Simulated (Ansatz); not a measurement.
**GeH5O (doublet): wave-function methods side by side at distance Ge1–H5 along a hydrogen transfer = 1.914 Å, cc-pVDZ**

One table from this session's results is given with a row withheld; the runs are named, their logs left out.

Computed with Ansatz 0.2.0, Gaussian basis. Level: cc-pVDZ, core rule «outside noble gas», up to 15 orbitals frozen.

Plan: UHF; CCSD(T) on ROHF; CCSD(T) on UHF; BCCD(T) on ROHF; CISD; CCSDT(Q) on ROHF; CCSDT(Q) on UHF; CASSCF and MRCISD+Q, 3 electrons in 3 orbitals; CASSCF and NEVPT2, 3 electrons in 3 orbitals.

### The geometry

The geometry derives from fragments relaxed apart (PBE0/def2-TZVP) and kept rigid, so it is no stationary point. A hydrogen atom is moved between rigid fragments. No spin-orbit coupling is included. The filled d shell of Ge may be among the frozen orbitals whatever the setting's name suggests; the logs give the count.

7 atoms, charge 0, spin multiplicity 2.

Atoms are counted from 1 here; the program's logs count them from 0.

Bond lengths: Ge1–H2 1.534 Å, Ge1–H3 1.534 Å, Ge1–H4 1.534 Å, Ge1–H5 1.914 Å, H5–O6 0.990 Å, O6–H7 0.973 Å. Angles: H2–Ge1–H3 109.5°, H2–Ge1–H4 109.5°, H2–Ge1–H5 109.5°, H3–Ge1–H4 109.5°, H3–Ge1–H5 109.5°, H4–Ge1–H5 109.5°, Ge1–H5–O6 180.0°, H5–O6–H7 105.0°.

As a file:

```
Ge   -0.5340    0.0101    0.0000
H    -1.0455    1.4567    0.0000
H    -1.0455   -0.7132    1.2528
H    -1.0455   -0.7132   -1.2528
H     1.3800    0.0101    0.0000
O     2.3700    0.0101    0.0000
H     2.6218   -0.9298    0.0000
```

Set-up of the first run:

Contents of in.yaml:

```yaml
crystal:
  periodic: [false, false, false]
  atoms:
    - {symbol: Ge, position_ang: [-0.534013, 0.010113, 0.000000]}
    - {symbol: H, position_ang: [-1.045463, 1.456713, 0.000001]}
    - {symbol: H, position_ang: [-1.045462, -0.713187, 1.252791]}
    - {symbol: H, position_ang: [-1.045463, -0.713186, -1.252792]}
    - {symbol: H, position_ang: [1.379987, 0.010113, 0.000000]}
    - {symbol: O, position_ang: [2.369987, 0.010113, 0.000000]}
    - {symbol: H, position_ang: [2.621846, -0.929837, -0.000001]}
basis:
  gaussian: {orbitals: cc-pVDZ}
magnetization: {spin_polarized: true, initial_magnetization: 1}
hamiltonian: {xc: hf}
output: {orbitals: {seedname: orbitals}}
```

Started as:

```console
$ ansatz run in.yaml --threads 1 --pin off --events-out ev --progress --plain --max-ram 2816MiB --backend cpu
```

Among the steps run: UHF; CCSD(T) on ROHF; CCSD(T) on UHF; BCCD(T) on ROHF; CISD; CCSDT(Q) on ROHF; CCSDT(Q) on UHF; CASSCF and MRCISD+Q, 3 electrons in 3 orbitals; CASSCF and NEVPT2, 3 electrons in 3 orbitals.

One of the session's tables, all rows but one given; the rest of the session is left out.

| method | from UCCSDT(Q) (kJ/mol) |
| --- | --- |
| ROHF | +911.1 |
| UHF | +903.6 |
| RMP2 | +109.3 |
| UMP2 | +109.9 |
| CISD | +100.2 |
| RCCSD | +20.7 |
| UCCSD | +20.2 |
| RCCSD(T) | +4.1 |
| UCCSD(T) | +3.7 |
| BCCD(T) | +4.0 |
| RCCSDT | +2.0 |
| UCCSDT | +1.6 |
| RCCSDT(Q) | ? |
| UCCSDT(Q) | 0 |
| CASSCF pair | +855.0 |
| MRCISD pair | +90.7 |
| MRCISD+Q pair | +12.9 |

**Question.** Estimate the row for RCCSDT(Q).

The run gave: from UCCSDT(Q) (kJ/mol): +0.4. In the column «from UCCSDT(Q) (kJ/mol)» it lies between UCCSDT(Q) (0) and UCCSDT (+1.6).

To keep in mind: Restricted and unrestricted rows rest on different reference determinants; where their highest levels disagree by more than a few hundredths of an eV, they describe different states and don't form one ladder. Warnings in the runs' records: passed over end.
